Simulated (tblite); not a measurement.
# C3H11NSSi3: the cost of one run

Programs: tblite 0.8.0 and PySCF 2.14.0, with density-fitted response routines of our own. Each step states its level of theory. These are calculated values for one molecule in the gas phase, unless marked as measured. Atoms are numbered from 0 throughout.

### 1 The starting structure

19 atoms, charge 0, multiplicity 1; geometry from: force field or distance geometry start.

Bonds of the start (Å): N0–C1 1.16, C1–C2 1.49, C2–S3 1.81, S3–Si4 2.16, Si4–Si5 2.22, Si4–C6 1.83, C6–Si7 1.84, C2–H8 1.10, C2–H9 1.13, Si4–H10 1.46, Si5–H11 1.45, Si5–H12 1.49, Si5–H13 1.49, C6–H14 1.11, C6–H15 1.14, Si7–H16 1.46, Si7–H17 1.48, Si7–H18 1.47.

### 2 Relaxing the molecule with GFN2-xTB

The job: settings as JSON, then the geometry in Å.

```
{"job": {"kind": "relax", "xc": "GFN2-xTB", "basis": "xTB"}, "charge": 0, "multiplicity": 1}
N     -4.202500     0.026700     1.546500
C     -3.595800    -0.593800     0.776200
C     -2.784500    -1.405600    -0.168100
S     -1.637200    -0.344100    -1.073800
Si    -0.128500     0.469300     0.246700
Si     0.626600     2.300400    -0.760500
C      1.138400    -0.809400     0.559500
Si     2.833300    -0.473600    -0.079000
H     -2.221100    -2.197300     0.357800
H     -3.468800    -1.857500    -0.950700
H     -0.714000     0.864700     1.526500
H      1.934100     2.739100    -0.328900
H     -0.400100     3.349200    -0.506500
H      0.578700     2.066200    -2.227500
H      0.794600    -1.763500     0.120200
H      1.244100    -1.049200     1.674100
H      3.334200     0.857400     0.260100
H      2.916300    -0.736100    -1.537900
H      3.742500    -1.433900     0.558000
```

Run with:

```bash
$ OMP_NUM_THREADS=1 python probes_run.py task.json out
```

This one command runs all jobs of the session in turn.

Q: Estimate the wall time and peak memory of this first job on 1 thread of Arm Neoverse N1, shared host.

About 6 s, with a peak of 0.18 GiB.
